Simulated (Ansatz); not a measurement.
# Ga4Sb3As: the cell at several levels of theory

Aim: relax Ga4Sb3As, ordered on the zincblende lattice (P-4m2) with 8 atoms a cell with PBE and r2SCAN and see how far the functionals disagree on the cell. This is a trial cell built on a prototype, not taken from a measured structure, and it needn't be the compound's ground state.

Program: Ansatz 0.2.0. PAW datasets, plane waves, zero pressure. (Calculated; spin-unpolarised; the phase may be known or hypothetical.)

## (1) The cell

This is the cell as the run starts from it, not yet at rest; its lengths are not the crystal's.

Space group P-4m2 (No. 115), tetragonal; a = 4.140 Å, c = 11.711 Å in the conventional setting, 25.09 Å³ an atom. Around As lie 4 Ga at 2.54 Å; around Ga lie 2 Sb at 2.54 Å and 2 As at 2.54 Å; around Sb lie 4 Ga at 2.54 Å; around Ga lie 4 Sb at 2.54 Å.

As a file:

```
As Ga Sb
1.0
     4.14041    0.00000    0.00000
     0.00000    4.14041    0.00000
     0.00000    0.00000   11.71086
As Ga Sb
1 4 3
Direct
  0.00000 0.00000 0.00000
  0.00000 0.50000 0.87500
  0.50000 0.00000 0.62500
  0.00000 0.50000 0.37500
  0.50000 0.00000 0.12500
  0.50000 0.50000 0.75000
  0.00000 0.00000 0.50000
  0.50000 0.50000 0.25000
```

## (2) Relaxation with PBE

Contents of input.yaml:

```yaml
crystal:
  lattice:
    - [4.1404133371, 0.0, 0.0]
    - [0.0, 4.1404133371, 0.0]
    - [0.0, 0.0, 11.7108573902]
  atoms:
    - { symbol: As, position: [0.0, 0.0, 0.0] }
    - { symbol: Ga, position: [0.0, 0.5, 0.875] }
    - { symbol: Sb, position: [0.5, 0.5, 0.75] }
    - { symbol: Ga, position: [0.5, 0.0, 0.625] }
    - { symbol: Sb, position: [0.0, 0.0, 0.5] }
    - { symbol: Ga, position: [0.0, 0.5, 0.375] }
    - { symbol: Sb, position: [0.5, 0.5, 0.25] }
    - { symbol: Ga, position: [0.5, 0.0, 0.125] }
kpoints:
  mp_grid: { grid: [6, 6, 2] }
hamiltonian:
  xc: pbe
scf:
  occupations: { method: fermi_dirac, width: 0.02 }
relax:
  f_tol: 0.005
  cell: {}
```

Launch:

```
> ansatz run input.yaml --threads 4 --pin off --max-ram 6451MiB --backend cpu --events-out ev --progress --plain --runs-dir out
```

The program printed (excerpt; [...] marks lines left out):

```text
Warning: RAYON_NUM_THREADS=4 ignored (pool sized by the plan → 4); use --threads N
[...]
Pseudopotentials: kind: paw
Pseudopotential: As, paw, valence charge 15, recommended cutoff 420 eV (normal), As.paw.azcp
Pseudopotential: Ga, paw, valence charge 13, recommended cutoff 420 eV (normal), Ga.paw.azcp
Pseudopotential: Sb, paw, valence charge 15, recommended cutoff 420 eV (normal), Sb.paw.azcp
Functional definition: PBE
[...]
Crystal: 8 atoms, lattice volume = 200.759 Å³
Basis set: ecut = 420 eV, 3887 PW (Γ), exchange–correlation on 60×60×160 points (8 copies of the dense FFT grid, shifted against one another)
Bands: 68, of which v1, the nominal top of the filled ones, is band 56 counted from 1 (55 counted from 0)
Symmetry: 8 space group operations
Space group: P-4m2 (ITA 115), of the structure as read, at distance tolerance 5.9e-5 Å
k-points: 20 of 72
[...]
SCF iter   1: F=—  HF=-39442.384236 eV  |F-HF|=—  |Δ(HF+E_count)|=         —  Δρ=1.49e-3  dr2=9.06e-3  ethr=1.77e-3  ⟨swp⟩=6.3  Hψ=5111  notcnv=0  defer=2
[...]
relax step   1: F+E_penalty+E_count = -39442.37593775 eV  Δ(F+E_penalty+E_count) = +0.000e0 eV  max|allowed force component| = 1.339e0 eV/Å  Δτ_max = 0.0000 Å  P = +8.348 GPa  Ω = 200.759 Å³  (8 SCF iters, dr2 threshold 1.00e-7 eV, accepted)
[...]
  atom   2  Ga     0.00000000    -0.00000000     0.00161721
  atom   3  Sb    -0.00000000     0.00000000    -0.00205825
  atom   4  Ga     0.00000000    -0.00000000    -0.00185339
  atom   5  Sb    -0.00000000     0.00000000     0.00000000
  atom   6  Ga     0.00000000    -0.00000000     0.00185339
  atom   7  Sb    -0.00000000     0.00000000     0.00205825
  atom   8  Ga     0.00000000    -0.00000000    -0.00161721
[...]
--- Stress (GPa, compression-positive) ---
       -0.024614      -0.000000       0.000000
       -0.000000      -0.024614      -0.000000
        0.000000      -0.000000      -0.030528
  P = ⅓ Tr σ = -0.0266 GPa (-0.266 kbar)
--- Relaxed structure (4 steps of the walk, 4 accepted, 1 SCFs on fresh bases) ---
  F+E_penalty+E_count = -39443.17803150 eV   max|allowed force component| = 2.058e-3 eV/Å   (the final SCF, on the basis selected at the relaxed cell)
  cell:  # Å, volume = 227.3791 Å³
    - [4.322228111584777, -3.4045953094272107e-35, 1.773794156211577e-32]
    - [-3.4045953094272107e-35, 4.322228111584777, 0.0]
    - [5.017047505096038e-32, 0.0, 12.171252327961408]
  atoms:
    - { symbol: As, position: [5.014941872317564e-34, -5.211044060450943e-85, 6.943570417351323e-20] }
    - { symbol: Ga, position: [2.536543062954829e-33, 0.5, 0.8874753552551343] }
    - { symbol: Sb, position: [0.5, 0.5, 0.7582598047251864] }
    - { symbol: Ga, position: [0.5, -5.754032485551452e-68, 0.6293235256044719] }
    - { symbol: Sb, position: [-1.3765652037926753e-33, 8.236092143148846e-84, 0.5] }
    - { symbol: Ga, position: [4.66607635076504e-34, 0.5, 0.37067647439552825] }
    - { symbol: Sb, position: [0.5, 0.5, 0.24174019527481366] }
    - { symbol: Ga, position: [0.5, -1.0288356226079287e-68, 0.11252464474486569] }
```

Run time: 26 s. Hardware: 4 threads of Arm Neoverse V2, shared host; peak memory 0.75 GiB.

Ionic steps:

```csv
step,energy change (meV/atom),largest force (eV/Å),pressure (GPa),volume (Å³/atom)
1,0.0,1.3393,8.35,25.095
2,-96.9,0.3970,-0.04,28.408
3,-99.5,0.0135,-0.13,28.481
4,-99.5,0.0019,-0.03,28.422
5,-100.3,0.0021,-0.03,28.422
```

Step 5 solves the same cell on a plane-wave basis chosen anew, so the energy can jump there without a move.

The table lists every geometry solved, with passes on a fresh basis, whose energies don't compare exactly with the rows above.

|  | before | after | change |
| --- | --- | --- | --- |
| a (Å) | 4.140 | 4.322 | +4.39 % |
| c (Å) | 11.711 | 12.171 | +3.93 % |
| volume (Å³/atom) | 25.095 | 28.422 | +13.26 % |
| shortest distance (Å) | 2.535 | 2.559 | +0.91 % |
| space group | P-4m2 | P-4m2 | same |

## (3) Relaxing with r2SCAN

It starts from the cell of step 2.

Contents of input.yaml:

```yaml
crystal:
  lattice:
    - [4.3222281116, 0.0, 0.0]
    - [0.0, 4.3222281116, 0.0]
    - [0.0, 0.0, 12.171252328]
  atoms:
    - { symbol: As, position: [0.0, 0.0, 0.0] }
    - { symbol: Ga, position: [0.0, 0.5, 0.8874753553] }
    - { symbol: Sb, position: [0.5, 0.5, 0.7582598047] }
    - { symbol: Ga, position: [0.5, 0.0, 0.6293235256] }
    - { symbol: Sb, position: [0.0, 0.0, 0.5] }
    - { symbol: Ga, position: [0.0, 0.5, 0.3706764744] }
    - { symbol: Sb, position: [0.5, 0.5, 0.2417401953] }
    - { symbol: Ga, position: [0.5, 0.0, 0.1125246447] }
kpoints:
  mp_grid: { grid: [6, 6, 2] }
hamiltonian:
  xc: r2scan
scf:
  occupations: { method: fermi_dirac, width: 0.02 }
relax:
  f_tol: 0.005
  cell: {}
output:
  write_density: true
  write_potential: true
  elf: true
  volumetric_format: npy
```

Launch:

```
> ansatz run input.yaml --threads 4 --pin off --max-ram 6451MiB --backend cpu --events-out ev --progress --plain --runs-dir out
```

The program printed:

```text
Warning: RAYON_NUM_THREADS=4 ignored (pool sized by the plan → 4); use --threads N
Engine: ansatz 0.2.0, aarch64-unknown-linux-gnu
Pseudopotentials: kind: paw
Pseudopotential: As, paw, valence charge 15, recommended cutoff 500 eV (meta_gga), As.paw.azcp
Pseudopotential: Ga, paw, valence charge 13, recommended cutoff 500 eV (meta_gga), Ga.paw.azcp
Pseudopotential: Sb, paw, valence charge 15, recommended cutoff 500 eV (meta_gga), Sb.paw.azcp
Functional definition: r2SCAN
  parameter k0 = 0.174
  parameter k1 = 0.065
  parameter a1 = 4.9479
  exchange = r2scan_x(k0 = k0, k1 = k1, a1 = a1)
  correlation = r2scan_c
Crystal: 8 atoms, lattice volume = 227.379 Å³
Basis set: ecut = 500 eV, 5741 PW (Γ), exchange–correlation on 128×128×360 points (64 copies of the dense FFT grid, shifted against one another)
Bands: 68, of which v1, the nominal top of the filled ones, is band 56 counted from 1 (55 counted from 0)
Symmetry: 8 space group operations
Space group: P-4m2 (ITA 115), of the structure as read, at distance tolerance 6.1e-5 Å
k-points: 20 of 72
Non-local potential: As, projectors of the file, l = 0: 2, l = 1: 2, l = 2: 3, l = 3: 1
Non-local potential: Ga, projectors of the file, l = 0: 2, l = 1: 2, l = 2: 3, l = 3: 1
Non-local potential: Sb, projectors of the file, l = 0: 2, l = 1: 2, l = 2: 2, l = 3: 2
PAW form: soft (Blöchl's): semilocal exchange-correlation on the pseudo side does not see the compensation charge
PAW frozen core: As, regenerated for the run's functional (the file was generated under x = pbe(κ = 0.804, μ = 0.2195149727645171), c = pbe(β = 0.06672455060314922))
PAW frozen core: Ga, regenerated for the run's functional (the file was generated under x = pbe(κ = 0.804, μ = 0.2195149727645171), c = pbe(β = 0.06672455060314922))
PAW frozen core: Sb, regenerated for the run's functional (the file was generated under x = pbe(κ = 0.804, μ = 0.2195149727645171), c = pbe(β = 0.06672455060314922))
PAW one-centre angular grid: As, 590 points (default); XC on 160 Gauss nodes
PAW one-centre angular grid: Ga, 590 points (default); XC on 160 Gauss nodes
PAW one-centre angular grid: Sb, 590 points (default); XC on 160 Gauss nodes
Initial density: superposition of atomic densities (neutral atoms: chi_scale 0, normalization atom), corrected by the library's trained network
Initial wavefunctions: pseudopotential atomic-orbital guess
Functional: x = r2scan, c = r2scan; τ floored in thin density (d = 2e-4 eV/Å³)
SCF iter   1: F=—  HF=-39525.035910 eV  |F-HF|=—  |Δ(HF+E_count)|=         —  Δρ=7.69e-3  dr2=5.44e-2  dr2_τ=1.13e-2  ethr=1.77e-3  ⟨swp⟩=6.2  Hψ=5110  notcnv=0  defer=2
preconditioner: auto → LDOS  [insulator: Δε(μ)=0.338 eV  Ē_g=14.597 eV  σ=0.020 eV  W_gap=0.66  n_scr=56 (ndim 8)  ℏωp=20.9 eV  f_vac=0.103  D(μ)=0.96/eV (n_scr^D=2)  ε∞_Penn≈3.0  β→1.0]
SCF iter   2: F=—  HF=-39525.130559 eV  |F-HF|=—  |Δ(HF+E_count)|=   9.46e-2  Δρ=6.32e-3  dr2=6.87e-2  dr2_τ=4.61e-4  ethr=4.86e-5  ⟨swp⟩=3.0  Hψ=2964  notcnv=0  defer=108
preconditioner: auto → Resta (q_TF=auto, 2.425 Å⁻¹)  ε∞=3.2  [insulator: Δε(μ)=0.093 eV  Ē_g=14.215 eV  σ=0.020 eV  W_gap=0.81  n_scr=56 (ndim 8)  ℏωp=20.9 eV  f_vac=0.097  D(μ)=0.32/eV (n_scr^D=0)  ε∞_Penn≈3.2  β→0.5]
SCF iter   3: F=—  HF=-39525.058096 eV  |F-HF|=—  |Δ(HF+E_count)|=   7.25e-2  Δρ=1.55e-3  dr2=2.40e-3  dr2_τ=2.38e-5  ethr=4.86e-5  ⟨swp⟩=3.0  Hψ=2602  notcnv=0  defer=108
SCF iter   4: F=—  HF=-39525.058923 eV  |F-HF|=—  |Δ(HF+E_count)|=   8.26e-4  Δρ=2.65e-4  dr2=1.39e-4  dr2_τ=5.87e-6  ethr=2.15e-6  ⟨swp⟩=2.0  Hψ=2373  notcnv=0  defer=108
SCF iter   5: F=—  HF=-39525.058883 eV  |F-HF|=—  |Δ(HF+E_count)|=   3.97e-5  Δρ=6.59e-5  dr2=1.23e-5  dr2_τ=2.72e-7  ethr=1.24e-7  ⟨swp⟩=2.0  Hψ=2373  notcnv=0  defer=108
SCF iter   6: F=—  HF=-39525.058940 eV  |F-HF|=—  |Δ(HF+E_count)|=   5.75e-5  Δρ=2.70e-5  dr2=3.66e-6  dr2_τ=5.12e-8  ethr=1.10e-8  ⟨swp⟩=2.0  Hψ=2173  notcnv=0  defer=108
SCF iter   7: F=—  HF=-39525.058941 eV  |F-HF|=—  |Δ(HF+E_count)|=   9.88e-7  Δρ=1.15e-5  dr2=7.21e-7  dr2_τ=6.29e-9  ethr=3.27e-9  ⟨swp⟩=2.0  Hψ=1973  notcnv=0  defer=108
SCF iter   8: F=-39525.058941 eV  HF=-39525.058941 eV  |F-HF|=6.72e-8  |Δ(HF+E_count)|=   1.01e-7  Δρ=4.56e-6  dr2=7.47e-8  dr2_τ=9.62e-10  ethr=8.93e-11  ⟨swp⟩=6.9  Hψ=9063  notcnv=0
SCF 1 converged in 8 iterations: F = -39525.058941 eV  dr2 = 7.47e-8
relax step   1: F+E_penalty+E_count = -39525.05894133 eV  Δ(F+E_penalty+E_count) = +0.000e0 eV  max|allowed force component| = 2.879e-2 eV/Å  Δτ_max = 0.0000 Å  P = -2.160 GPa  Ω = 227.379 Å³  (8 SCF iters, dr2 threshold 1.00e-7 eV, accepted)
[... 14 lines left out ...]
relax step   2: F+E_penalty+E_count = -39525.10060405 eV  Δ(F+E_penalty+E_count) = -4.166e-2 eV  max|allowed force component| = 2.611e-1 eV/Å  Δτ_max = 0.0283 Å  P = +1.388 GPa  Ω = 213.239 Å³  energy of the carried Pulay correction = +2.759e-3 eV  (7 SCF iters, dr2 threshold 8.00e-7 eV, accepted)
[... 12 lines left out ...]
relax step   3: F+E_penalty+E_count = -39525.12538835 eV  Δ(F+E_penalty+E_count) = -2.478e-2 eV  max|allowed force component| = 1.043e-1 eV/Å  Δτ_max = 0.0435 Å  P = -0.044 GPa  Ω = 218.118 Å³  energy of the carried Pulay correction = +1.787e-3 eV  (7 SCF iters, dr2 threshold 8.00e-7 eV, accepted)
[... 10 lines left out ...]
relax step   4: F+E_penalty+E_count = -39525.12701159 eV  Δ(F+E_penalty+E_count) = -1.623e-3 eV  max|allowed force component| = 1.350e-2 eV/Å  Δτ_max = 0.0173 Å  P = -0.069 GPa  Ω = 218.285 Å³  energy of the carried Pulay correction = +1.754e-3 eV  (6 SCF iters, dr2 threshold 6.80e-7 eV, accepted)
[... 10 lines left out ...]
relax step   5: F+E_penalty+E_count = -39525.12720268 eV  Δ(F+E_penalty+E_count) = -1.911e-4 eV  max|allowed force component| = 2.181e-3 eV/Å  Δτ_max = 0.0033 Å  P = -0.002 GPa  Ω = 218.017 Å³  energy of the carried Pulay correction = +1.807e-3 eV  (6 SCF iters, dr2 threshold 1.59e-8 eV, accepted)
[... 10 lines left out ...]
relax step   6: F+E_penalty+E_count = -39525.12555404 eV  Δ(F+E_penalty+E_count) = +1.649e-3 eV  max|allowed force component| = 2.184e-3 eV/Å  Δτ_max = 0.0000 Å  P = -0.009 GPa  Ω = 218.017 Å³  stress off target by 2.62e-2 GPa  SCF on the basis re-selected at this cell (its energy is not comparable with the rows above)  (6 SCF iters)
basis re-selected at this cell: Δ(F+E_penalty+E_count) = +1.649e-3 eV, ΔP = -0.007 GPa vs the last step (what re-selecting the basis moved, of the pressure what is left beyond the Pulay correction that the steps carried, after the strain that the cell walked since its last selection, with what the two solves' SCF thresholds leave and, on support functions, any second-order correction that the steps lacked; it is no measure of the basis error at this ecutwfc). This SCF's stress stands 2.62e-2 GPa from its target on what of the cell is left free (relax.cell.stress_tol is 5.00e-2 GPa) and its largest allowed force component is 2.18e-3 eV/Å (relax.f_tol is 5.00e-3 eV/Å): within both
SCF converged after 6 iterations
Free energy (F): -39525.125554 eV
Harris-Foulkes:  -39525.125554 eV  (|F-HF|=0.00e0)
Internal energy: -39525.125550 eV  (E = F + TS)
E sigma→0 (E₀):  -39525.125552 eV
Entropy (-TS):   -0.000004 eV (-0.001 meV/atom)
Fermi energy:    7.753112 eV
--- Per-component energies (eV) ---
  E_band       = -1179.795480
  E_kinetic    = 1182.408402
  E_local      = -15807.197829  (includes V_loc(G=0)·N_el)
  E_nonlocal   = 2128.161933
  E_hartree    = 7456.731901
  E_xc         = -703.991065
  E_vxc        = -628.375578  (∫ρ·V_xc dr)
  E_paw        = -23671.972957  (= ΣΔE_a)
  E_vpaw       = -3005.950681  (= ΣTr[D̂ρ^β])
  E_aug_tail   = -0.000176  (compensation charges beyond the density's cutoff)
  E_vtau       = 37.695040  (kinetic-family band-sum trace: ∫τ·v_τ [+ j·A + Jᵃ·Aᵃ] dr)
  E_ewald      = -10106.714182
  E_core_change = -2.551576  (= ΣΔE_core)
  E_smearing   = -0.000004  (= −TS)
  E_closure    = -0.000000  (closes the sum)
  Σ components = -39525.125554   (vs F -39525.125554, Δ=0.00e0)
--- Forces (eV/Å), atoms counted from 1 ---
  atom   1  As    -0.00000000    -0.00000000    -0.00000000
  atom   2  Ga     0.00000000     0.00000000    -0.00101269
  atom   3  Sb    -0.00000000    -0.00000000    -0.00015105
  atom   4  Ga     0.00000000     0.00000000    -0.00218435
  atom   5  Sb    -0.00000000    -0.00000000    -0.00000000
  atom   6  Ga     0.00000000     0.00000000     0.00218435
  atom   7  Sb    -0.00000000    -0.00000000     0.00015105
  atom   8  Ga     0.00000000     0.00000000     0.00101269
  max |Σ_I F_I| component: 5.98e-17 eV/Å
--- Stress (GPa, compression-positive) ---
       -0.000540      -0.000000      -0.000000
       -0.000000      -0.000540      -0.000000
       -0.000000      -0.000000      -0.026167
  P = ⅓ Tr σ = -0.0091 GPa (-0.091 kbar)
--- Band table (eV; the first three rows and the last of 20) ---
  k-point 0: bands = ["-28.6476", "-28.6363", "-28.6357", "-28.6357", "-28.6250", "-21.8556", "-21.8548", "-21.8548", "-21.8341", "-21.8276", "-21.8276", "-21.8261", "-21.8260", "-21.8255", "-21.8232", "-21.8232", "-21.8047", "-21.8046", "-21.7956", "-21.7956", "-7.9939", "-7.9380", "-7.9289", "-7.9289", "-7.9062", "-7.9062", "-7.8896", "-7.8860", "-7.8764", "-7.8614", "-7.8588", "-7.8535", "-7.8369", "-7.8369", "-7.8221", "-7.8221", "-7.7949", "-7.7885", "-7.7872", "-7.7859", "-4.9157", "-3.8740", "-3.4808", "-1.9933", "0.5718", "3.2704", "3.5973", "4.6984", "4.6984", "5.6727", "5.6727", "6.0124", "6.0124", "7.5234", "7.5837", "7.5837", "7.9082", "8.6974", "9.1492", "9.1668", "9.3153", "10.6097", "10.6527", "10.7735", "10.7735", "11.0275", "13.5158", "13.5158"]
[... 3 lines left out ...]
--- Relaxed structure (5 steps of the walk, 5 accepted, 1 SCFs on fresh bases) ---
  F+E_penalty+E_count = -39525.12555404 eV   max|allowed force component| = 2.184e-3 eV/Å   (the final SCF, on the basis selected at the relaxed cell)
  cell:  # Å, volume = 218.0173 Å³
    - [4.261183763765422, 5.455375087862484e-34, -3.4628890836863995e-18]
    - [4.091531315896863e-34, 4.261183763765422, -2.4890148838372582e-33]
    - [-9.751381864438817e-18, -7.008984120487916e-33, 12.00688625334142]
  atoms:
    - { symbol: As, position: [-2.2982557340333386e-33, 7.992722152893889e-34, -4.0085519917788484e-20] }
    - { symbol: Ga, position: [-4.95936722454739e-21, 0.5, 0.8875388077574609] }
    - { symbol: Sb, position: [0.5, 0.5, 0.7583860014578916] }
    - { symbol: Ga, position: [0.5, -5.597690427636483e-34, 0.6293594441679633] }
    - { symbol: Sb, position: [-9.437056727497456e-33, -1.072194435144302e-33, 0.5000000000000001] }
    - { symbol: Ga, position: [2.807351769156599e-21, 0.5, 0.37064055583203687] }
    - { symbol: Sb, position: [0.5, 0.5, 0.2416139985421084] }
    - { symbol: Ga, position: [0.5, 1.9132404595951572e-33, 0.11246119224253927] }
```

Wall time 68 s (4 threads of Arm Neoverse V2, shared host); peak memory 1.1 GiB.

The path of the relaxation:

```csv
step,energy change (meV/atom),largest force (eV/Å),pressure (GPa),volume (Å³/atom)
1,0.0,0.0288,-2.16,28.422
2,-5.2,0.2611,1.39,26.655
3,-8.3,0.1043,-0.04,27.265
4,-8.5,0.0135,-0.07,27.286
5,-8.5,0.0022,0.00,27.252
6,-8.3,0.0022,-0.01,27.252
```

Step 6 solves the same cell on a plane-wave basis chosen anew, so the energy can jump there without a move.

The table lists every geometry solved, with passes on a fresh basis, whose energies don't compare exactly with the rows above.

|  | before | after | change |
| --- | --- | --- | --- |
| a (Å) | 4.322 | 4.261 | -1.41 % |
| c (Å) | 12.171 | 12.007 | -1.35 % |
| volume (Å³/atom) | 28.422 | 27.252 | -4.12 % |
| shortest distance (Å) | 2.559 | 2.522 | -1.41 % |
| space group | P-4m2 | P-4m2 | same |

Density in a lattice plane of the grid's cell (edges 4.26 and 12.01 Å, at 0.000 of the third edge), which holds As and Ga and Sb.

Ten even steps from '0' (0.00 e/Å³) to '9' (39.52 e/Å³):
```
00000000
00000000
00000000
00000000
00000000
00000000
00006000
00004000
00000000
51000001
00000000
00000000
00000000
00000000
00000000
00000000
00001000
00009000
00000000
81000001
```
Columns run along the first of these edges and rows up along the second, over one cell in 8 and 20 even steps from the bottom left corner. Atoms in the plane (fractional): As at (1.00, 1.00), Ga at (0.50, 0.63), Sb at (1.00, 0.50), Ga at (0.50, 0.11).

ELF in the same plane.

Values, 12 rows by 6 columns:
```
0.66 0.58 0.15 0.01 0.15 0.58
0.09 0.03 0.02 0.03 0.02 0.03
0.01 0.04 0.19 0.29 0.19 0.04
0.14 0.26 0.25 0.08 0.25 0.26
0.37 0.63 0.34 0.12 0.34 0.63
0.00 0.23 0.59 0.25 0.59 0.23
0.37 0.45 0.24 0.02 0.24 0.45
0.14 0.06 0.02 0.02 0.02 0.06
0.01 0.02 0.11 0.20 0.11 0.02
0.09 0.16 0.25 0.16 0.25 0.16
0.66 0.75 0.25 0.01 0.25 0.75
0.32 0.57 0.61 0.27 0.61 0.57
```
Columns run along the first of these edges and rows up along the second, over one cell in 6 and 12 even steps from the bottom left corner. Atoms in the plane (fractional): As at (1.00, 1.00), Ga at (0.50, 0.63), Sb at (1.00, 0.50), Ga at (0.50, 0.11).

Both are smooth fields of the valence electrons: close to the nuclei they are not physical.

Maxima of ELF outside the ion cores: 0.80 on the As–Ga line, 1.1 Å from As; 0.74 on the Ga–Sb line, 1.3 Å from Ga.

## (4) The cells side by side

```
 level  a (Å)   c (Å)  volume (Å³/atom)  space group  SCF geometries
   PBE  4.322  12.171            28.422        P-4m2               5
r2SCAN  4.261  12.007            27.252        P-4m2               6
```

**Reading.** From the start to the first minimum the volume moved by +13.3 %. r2SCAN gives the smallest cell and PBE the largest; they differ by 4.3 % in volume, a mean of 1.4 % in length.
